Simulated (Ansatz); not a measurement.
# Al5O3: the cost of one run

Program: Ansatz 0.2.0. Level of theory: DFT PBE, scalar-relativistic, plane waves, PAW. These are calculated values, not measurements.

### 1 Starting point

It takes space group P4/mmm (No. 123, tetragonal). Conventional cell: a = 3.150 Å, b = 3.150 Å, c = 11.040 Å, α = 90.00°, β = 90.00°, γ = 90.00°. Al (site symmetry 4mm) has 5 Al at 2.62 to 2.76 Å and 5 O at 2.62 to 2.76 Å as nearest neighbours. Al (site symmetry 4/mmm) is surrounded by 8 O at 2.62 Å and 2 Al at 2.76 Å. O (site symmetry 4mm) is surrounded by 9 Al at 2.62 to 2.76 Å. O (site symmetry 4/mmm) is surrounded by 10 Al at 2.62 to 2.76 Å.

Structure file:

```xyz
8
Lattice="3.1501 0.0000 0.0000 0.0000 3.1501 0.0000 0.0000 0.0000 11.0402" Properties=species:S:1:pos:R:3 pbc="T T T"
Al    0.0000    0.0000    2.7601
Al    0.0000    0.0000    8.2802
Al    0.0000    0.0000    0.0000
Al    1.5750    1.5750    4.1401
Al    1.5750    1.5750    6.9001
O     1.5750    1.5750    1.3800
O     1.5750    1.5750    9.6602
O     0.0000    0.0000    5.5201
```

Recipe of the guess: species swapped into a database cell of Ti3Pd5 (P4/mmm, No. 123), with O on the Ti sites and Al on the Pd sites. Its size is a rough estimate.

### 2 The guess as it stands, on a coarse mesh

Contents of input.yaml:

```yaml
crystal:
  lattice:
    - [3.15007514, 0.0, 0.0]
    - [0.0, 3.15007514, 0.0]
    - [0.0, 0.0, 11.0402264]
  atoms:
    - { symbol: Al, position: [0.0, 0.0, 0.25] }
    - { symbol: Al, position: [0.0, 0.0, 0.75] }
    - { symbol: Al, position: [0.0, 0.0, 0.0] }
    - { symbol: Al, position: [0.5, 0.5, 0.375] }
    - { symbol: Al, position: [0.5, 0.5, 0.625] }
    - { symbol: O, position: [0.5, 0.5, 0.125] }
    - { symbol: O, position: [0.5, 0.5, 0.875] }
    - { symbol: O, position: [0.0, 0.0, 0.5] }
basis:
  ecutwfc: 420
kpoints:
  mp_grid: { grid: [6, 6, 2] }
hamiltonian:
  xc: pbe
scf:
  occupations: { method: gaussian, width: 0.1 }
  lower_state_search: "off"
output:
  forces: true
  stress: true
  eigenvalues: true
```

Launch:

```sh
$ ansatz run input.yaml --threads 1 --pin off --max-ram 2048MiB --backend cpu --events-out ev --progress --plain --runs-dir out
```

Q: Estimate wall time and peak memory on 1 thread of Arm Neoverse V2, shared host.

About 2.3 s, with a peak of 0.34 GiB.
